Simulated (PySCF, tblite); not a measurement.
# C₃H₁₀O₂Si₂: geometry, infrared bands and NMR shifts

What infrared bands and NMR shifts should C₃H₁₀O₂Si₂ (`CC(=O)O[SiH2]C[SiH3]`) show?

The runs use tblite 0.8.0 and PySCF 2.14.0, with density-fitted response routines of our own; the level of theory stands in each step. All values are computed, except where a source is named. Atoms are numbered from 0 throughout.

## (1) The starting structure

17 atoms, charge 0, multiplicity 1; geometry from: force field or distance geometry start.

Bonds of the start (Å): C0–C1 1.50, C1–O2 1.27, C1–O3 1.39, O3–Si4 1.74, Si4–C5 1.87, C5–Si6 1.87, C0–H7 1.12, C0–H8 1.10, C0–H9 1.11, Si4–H10 1.47, Si4–H11 1.47, C5–H12 1.11, C5–H13 1.12, Si6–H14 1.46, Si6–H15 1.48, Si6–H16 1.47.

## (2) Optimising the geometry with GFN2-xTB

The job: settings as JSON, then the geometry in Å.

```
{"job": {"kind": "relax", "xc": "GFN2-xTB", "basis": "xTB"}, "charge": 0, "multiplicity": 1}
C      2.949200     0.470500    -0.797200
C      2.029500     0.342400     0.380400
O      2.443100     0.492100     1.569200
O      0.707500     0.030100     0.090900
Si    -0.502100    -0.180900     1.323000
C     -2.199800     0.038600     0.575300
Si    -2.153200     0.508000    -1.230500
H      3.239200     1.551200    -0.829400
H      2.430500     0.180200    -1.724300
H      3.838200    -0.144000    -0.564600
H     -0.476000    -1.526800     1.919900
H     -0.340800     0.820700     2.389300
H     -2.847000    -0.829300     0.798600
H     -2.647800     0.914600     1.099900
H     -1.087700     1.484500    -1.421400
H     -3.452100     1.168800    -1.488800
H     -1.937700    -0.659500    -2.100300
```

Launch:

```
> OMP_NUM_THREADS=1 python probes_run.py task.json out
```

The driver reads the jobs from task.json and runs them one after another.

**Question.** This job is followed by: GFN2-xTB harmonic vibrations, gas phase; GIAO PBE0/pcSseg-1 NMR shielding, non-relativistic, gas phase. Predict these results of the whole session: strongest single infrared mode (GFN2-xTB); zero-point energy (GFN2-xTB); 13C shifts against TMS (PBE0/pcSseg-1); 1H shifts against TMS (PBE0/pcSseg-1, means over atoms taken as alike); 17O shifts against H2O (PBE0/pcSseg-1); 29Si shifts against TMS (PBE0/pcSseg-1).

As calculated:

| quantity | value |
| --- | --- |
| strongest single infrared mode (GFN2-xTB) | 1224 cm⁻¹, 595 km/mol |
| zero-point energy (GFN2-xTB) | 73.7 kcal/mol |
| 13C shifts against TMS (PBE0/pcSseg-1) | 176.4, 23.7, -13.3 ppm |
| 1H shifts against TMS (PBE0/pcSseg-1, means over atoms taken as alike) | 5.12, 4.06, 2.15, 0.02 ppm |
| 17O shifts against H2O (PBE0/pcSseg-1) | 467.7, 204.6 ppm |
| 29Si shifts against TMS (PBE0/pcSseg-1) | -18.4, -75.7 ppm |

The optimisation took 93 steps and gained 0.600 eV; among the close pairs (by a distance rule), O3–Si4 changed most, from 1.739 to 1.668 Å. The lowest mode is imaginary (33i cm⁻¹), so the xTB geometry is not a minimum. The strongest single mode, at 1224 cm⁻¹, moves mainly C1. Unscaled tight-binding wavenumbers are off by several per cent, some by more. Its intensities can rank the bands wrongly. At PBE0/pcSseg-1: The widest tensor belongs to O2: span 654 ppm, with a paramagnetic part of -533 ppm.
